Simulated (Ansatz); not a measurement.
# LaFeAsO (P4/nmm) in Ansatz: further runs, part 2 of 2

Ansatz 0.2.0.

## 3. Band structure, PBEsol, non-collinear spin, ferromagnetic start, spin-orbit coupling

input.yaml

```yaml
crystal:
  lattice:
    - [4.03533, 0.0, 0.0]
    - [0.0, 4.03533, 0.0]
    - [0.0, 0.0, 8.7409]
  atoms:
    - { symbol: La, position: [0.0, 0.5, 0.85846] }
    - { symbol: La, position: [0.5, 0.0, 0.14154] }
    - { symbol: As, position: [0.0, 0.5, 0.3488] }
    - { symbol: As, position: [0.5, 0.0, 0.6512] }
    - { symbol: Fe, position: [0.5, 0.5, 0.5], spin: 3.0, spin_axis: [0.0, 0.0, 3.0] }
    - { symbol: Fe, position: [0.0, 0.0, 0.5], spin: 3.0, spin_axis: [0.0, 0.0, 3.0] }
    - { symbol: O, position: [0.5, 0.5, 0.0] }
    - { symbol: O, position: [0.0, 0.0, 0.0] }
hamiltonian:
  xc: pbesol
  pseudopotentials: { kind: paw_fr }
magnetization:
  noncollinear: true
  spin_orbit: true
kpoints:
  mp_grid: { grid: [7, 7, 3] }
  band_path:
    path:
      - [[0.0, 0.0, 0.0], [0.0, 0.5, 0.0], [0.5, 0.5, 0.0], [0.0, 0.0, 0.0], [0.0, 0.0, 0.5], [0.0, 0.5, 0.5], [0.5, 0.5, 0.5], [0.0, 0.0, 0.5]]
      - [[0.0, 0.5, 0.0], [0.0, 0.5, 0.5]]
      - [[0.5, 0.5, 0.0], [0.5, 0.5, 0.5]]
    npoints: 10
scf:
  occupations: { method: fermi_dirac, width: 0.05 }
  n_extra_bands: 20
output:
  forces: true
  stress: true
  eigenvalues: true
  fatbands: false
```

Potentials or basis: Ansatz PAW.

Launch:

```
$ ansatz run input.yaml --threads 4 --pin off --max-ram 11264MiB --backend cpu --events-out ev --progress --plain --runs-dir out
```

What it wrote:

```text
Warning: output.stress: scf.convergence.dr2_threshold = 1e-7 eV (the SCF's general default) is looser than the 8e-10 eV advised for a printed stress (1e-10 eV for each atom of the cell: 8). What an SCF threshold leaves in a stress goes as its square root, and in the free energy as the threshold itself, and one threshold admits the most on a small cell: of the crystals measured, under no hybrid functional and no lock of the moments, on runs that ended without the residual-converged pass, on stresses that held no estimate of that error, the worst erred by over 100 MPa in a component at 1e-7 eV an atom and by under 5 at 1e-10. Set scf.convergence.dr2_threshold to 8e-10 eV or tighter. The threshold is an SCF's pass mark: one that does not reach it within its budget of iterations ends unconverged, or closes short of it on a stop that the run arms, and scf.convergence.dr2_threshold's page says what that costs each kind of run
Warning: RAYON_NUM_THREADS=4 ignored (pool sized by the plan → 4); use --threads N
[... 131 lines left out ...]
  k-point 2: bands = ["-73.8689", "-73.8596", "-73.7296", "-73.7202", "-41.1143", "-41.0799", "-41.0498", "-41.0195", "-39.6867", "-39.6320", "-39.5486", "-39.4934", "-39.4805", "-39.4713", "-39.4232", "-39.4185", "-23.3521", "-23.3518", "-23.3509", "-23.3507", "-23.3417", "-23.3416", "-23.3412", "-23.3411", "-22.6269", "-22.6263", "-22.6255", "-22.6249", "-22.6205", "-22.6198", "-22.6197", "-22.6191", "-22.6109", "-22.6109", "-22.6103", "-22.6103", "-19.6722", "-19.6708", "-19.4682", "-19.4669", "-7.1269", "-7.1252", "-5.9714", "-5.9698", "-4.8789", "-4.8789", "-4.4158", "-4.4149", "-2.7916", "-2.7900", "-2.5455", "-2.5451", "-2.3984", "-2.3982", "-1.4671", "-1.4651", "0.7721", "0.7802", "1.7345", "1.7451", "7.3748", "7.3751", "7.7060", "7.7079", "7.8654", "7.8669", "8.0276", "8.0290", "8.0962", "8.0998", "8.8734", "8.8868", "9.1130", "9.1232", "9.1828", "9.1981", "9.5060", "9.5170", "9.6287", "9.6701", "9.6762", "9.6976", "9.9701", "9.9904", "10.4235", "10.4977", "11.6526", "11.7283", "12.0125", "12.0586", "12.1274", "12.1643", "12.2295", "12.2693", "12.3451", "12.3994", "13.0313", "13.1189", "13.4378", "13.4675", "13.7797", "13.8299", "14.5103", "14.5206", "14.5312", "14.5624", "14.8748", "14.8866", "15.0262", "15.0283", "15.1229", "15.1241", "15.2268", "15.2278", "15.2683", "15.2688"]
  k-point 19: bands = ["-73.8644", "-73.8639", "-73.7251", "-73.7246", "-41.0989", "-41.0971", "-41.0362", "-41.0345", "-39.6624", "-39.6594", "-39.5302", "-39.5275", "-39.4690", "-39.4681", "-39.4198", "-39.4195", "-23.3518", "-23.3518", "-23.3506", "-23.3506", "-23.3421", "-23.3421", "-23.3416", "-23.3416", "-22.6260", "-22.6259", "-22.6246", "-22.6246", "-22.6210", "-22.6209", "-22.6203", "-22.6203", "-22.6110", "-22.6110", "-22.6103", "-22.6103", "-19.4851", "-19.4838", "-19.4736", "-19.4722", "-7.4676", "-7.4671", "-7.3746", "-7.3740", "-4.7266", "-4.7266", "-4.4167", "-4.4166", "-2.8988", "-2.8987", "-2.7552", "-2.7551", "-1.2885", "-1.2877", "-1.1414", "-1.1405", "1.7302", "1.7412", "1.7968", "1.8080", "7.2439", "7.2480", "7.4921", "7.5008", "7.7145", "7.7177", "7.9890", "7.9924", "8.9221", "8.9237", "8.9511", "8.9521", "9.2780", "9.2790", "9.3931", "9.3975", "9.4571", "9.4618", "9.6120", "9.6163", "10.0396", "10.0417", "10.1861", "10.1897", "10.8439", "10.9016", "10.9287", "10.9935", "11.0420", "11.1066", "11.1490", "11.2163", "11.7838", "11.9062", "11.9655", "12.0651", "12.0844", "12.1896", "12.2260", "12.3189", "13.1394", "13.1770", "13.2226", "13.2562", "14.9661", "14.9670", "14.9971", "14.9977", "15.1246", "15.1262", "15.1575", "15.1579", "15.2546", "15.2553", "15.2790", "15.2797"]
```

Wall time 4.2 min (4 threads of Arm Neoverse V2, shared host); peak memory 2.4 GiB.

Results:

```
Free energy            : -31988.3865 eV
Pressure               : -8.2 GPa
Largest force          : 1.512 eV/Å
Band gap on the k mesh : none (metal or under the smearing width)
Net moment             : 0.20 μB per cell
Absolute moment        : 0.31 μB per cell
```

Forces in eV/Å, atoms in the order of the input:
```
La   0.000  0.000  0.090
La   0.000  0.000 -0.090
As   0.000  0.000  1.512
As   0.000  0.000 -1.512
Fe   0.000  0.000  0.000
Fe   0.000  0.000  0.000
O    0.000  0.000  0.000
O    0.000  0.000  0.000
```

Stress tensor (GPa, compression positive):
```
-8.47  0.00  0.00
 0.00 -8.47  0.00
 0.00  0.00 -7.73
```

Levels at the corners of the path, in eV from the Fermi level:
```
point  band 94  band 95  band 96  band 97  band 98  band 99
    Γ     0.17     0.20     0.27     0.56     0.66     0.95
    X    -0.52    -0.44    -0.44     0.96     0.96     1.02
    M    -0.52    -0.40    -0.40    -0.23    -0.23    -0.09
    Γ     0.17     0.20     0.27     0.56     0.66     0.95
    Z     0.17     0.20     0.27     0.47     0.49     0.57
    R    -0.55    -0.47    -0.47     1.12     1.12     1.17
    A    -0.52    -0.41    -0.41    -0.23    -0.23    -0.09
    Z     0.17     0.20     0.27     0.47     0.49     0.57
    X    -0.52    -0.44    -0.44     0.96     0.96     1.02
    R    -0.55    -0.47    -0.47     1.12     1.12     1.17
    M    -0.52    -0.40    -0.40    -0.23    -0.23    -0.09
    A    -0.52    -0.41    -0.41    -0.23    -0.23    -0.09
```

Moments on the atoms (μB; x, y, z):
```
La   0.00  0.00  0.00
La   0.00  0.00  0.00
As   0.00  0.00 -0.01
As   0.00  0.00 -0.01
Fe   0.00  0.00  0.12
Fe   0.00  0.00  0.12
O    0.00  0.00  0.00
O    0.00  0.00  0.00
```

Caveat: semilocal functionals often make such compounds metallic where correlation or magnetic order opens a gap, which also shifts bond lengths; the PAW data sets come from PBE, with cores solved anew for the run's functional, which leaves a small shift of forces and pressure; forces of over 1 eV/Å show positions far from the minimum, so gaps and moduli don't describe the material at rest; the starting moments weren't kept; the thresholds are loose for stress. With open d or f shells a metallic result of PBEsol can be an artefact of self-interaction; +U or a hybrid may open a gap.
